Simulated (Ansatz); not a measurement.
# YbTi3: the cost of one run

Program: Ansatz 0.2.0. Level of theory: DFT PBE, scalar-relativistic, plane waves, PAW. These are calculated values, not measurements.

## 1. The starting structure

The structure is cubic, space group Pm-3m (No. 221). The conventional cell has a = 4.028 Å, b = 4.028 Å, c = 4.028 Å, α = 90.00°, β = 90.00°, γ = 90.00°. Yb (site symmetry m-3m) has 12 Ti at 2.85 Å as nearest neighbours. Ti (site symmetry 4/mmm) has 4 Yb at 2.85 Å and 8 Ti at 2.85 Å as nearest neighbours.

As a file:

```xyz
4
Lattice="4.0276 0.0000 0.0000 0.0000 4.0276 0.0000 0.0000 0.0000 4.0276" Properties=species:S:1:pos:R:3 pbc="T T T"
Yb    0.0000    0.0000    0.0000
Ti    0.0000    2.0138    2.0138
Ti    2.0138    0.0000    2.0138
Ti    2.0138    2.0138    0.0000
```

Recipe of the guess: species swapped into a database cell of YPd3 (Pm-3m, No. 221), with Yb on the Y sites and Ti on the Pd sites. The dimensions are guesses.

## 2. A first look at the guess

File input.yaml:

```yaml
crystal:
  lattice:
    - [4.0275787, 0.0, 0.0]
    - [0.0, 4.0275787, 0.0]
    - [0.0, 0.0, 4.0275787]
  atoms:
    - { symbol: Yb, position: [0.0, 0.0, 0.0] }
    - { symbol: Ti, position: [0.0, 0.5, 0.5] }
    - { symbol: Ti, position: [0.5, 0.0, 0.5] }
    - { symbol: Ti, position: [0.5, 0.5, 0.0] }
basis:
  ecutwfc: 420
kpoints:
  mp_grid: { grid: [4, 4, 4] }
hamiltonian:
  xc: pbe
scf:
  occupations: { method: gaussian, width: 0.1 }
  lower_state_search: "off"
output:
  forces: true
  stress: true
  eigenvalues: true
```

Run with:

```sh
ansatz run input.yaml --threads 1 --pin off --max-ram 2560MiB --backend cpu --events-out ev --progress --plain --runs-dir out
```

**Question.** How long does this run take on 1 thread of Arm Neoverse V1, shared host, and how much memory does it need?

About 2.1 s, with a peak of 0.33 GiB.
